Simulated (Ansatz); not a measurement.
EuAgSb:

```
Eu Sb Ag
1.0
     4.75500    0.00000    0.00000
    -2.37750    4.11795    0.00000
     0.00000    0.00000    8.28300
Eu Sb Ag
2 2 2
Direct
  0.00000 0.00000 0.50000
  0.00000 0.00000 0.00000
  0.66667 0.33333 0.75000
  0.33333 0.66667 0.25000
  0.66667 0.33333 0.25000
  0.33333 0.66667 0.75000
```

```yaml
Program: Ansatz 0.2.0
Task: single point
Functional: PBEsol
Potentials_or_basis: Ansatz PAW
Cutoff: "420 eV (not typed: the program's choice for these potentials)"
k_mesh: 7 × 7 × 4
Occupations: fermi-dirac, width 0.05 eV
Spin: collinear spin, ferromagnetic start
Starting_moments: "[7.0, 7.0, 0.0, 0.0, 0.0, 0.0] μB"
```

On this cell: pressure -2.7 GPa; largest force under 0.003 eV/Å; net moment 14.00 μB per cell; site moments Eu +6.85; Sb -0.04; Ag +0.00 μB; band gap on the k mesh none (metal or under the smearing width).

The same run follows on a disturbed copy (atoms moved at random, drawn with an rms of 0.05 Å):

```
Eu Sb Ag
1.0
     4.75500    0.00000    0.00000
    -2.37750    4.11795    0.00000
     0.00000    0.00000    8.28300
Eu Sb Ag
2 2 2
Direct
  0.00851 0.99395 0.49483
  0.00084 0.00264 0.99832
  0.67082 0.35263 0.74777
  0.33845 0.66240 0.24050
  0.66585 0.33078 0.25527
  0.33403 0.65835 0.75109
```

What changes?

The energy (extrapolated to zero smearing) moves by +8.7 meV/atom; pressure -2.5 GPa; largest force 0.736 eV/Å; net moment 13.99 μB per cell; site moments Eu +6.84; Sb -0.04; Ag +0.00 μB; band gap on the k mesh none (metal or under the smearing width).

Forces on the atoms (eV/Å):
```
Eu  -0.099  0.090  0.084
Eu   0.026  0.005 -0.047
Sb   0.392 -0.618 -0.079
Sb  -0.181  0.085  0.058
Ag   0.174 -0.040 -0.022
Ag  -0.312  0.478  0.006
```

Stress tensor (GPa, compression positive):
```
-1.86 -0.46 -0.04
-0.46 -2.92  0.01
-0.04  0.01 -2.74
```

Caveats: spin-orbit coupling is left out, which moves the levels of the heavy elements; without U or exact exchange the open f shell lies at the Fermi level, which spoils levels, moments and volumes; the PAW data sets come from PBE, with cores solved anew for the run's functional, which leaves a small shift of forces and pressure.
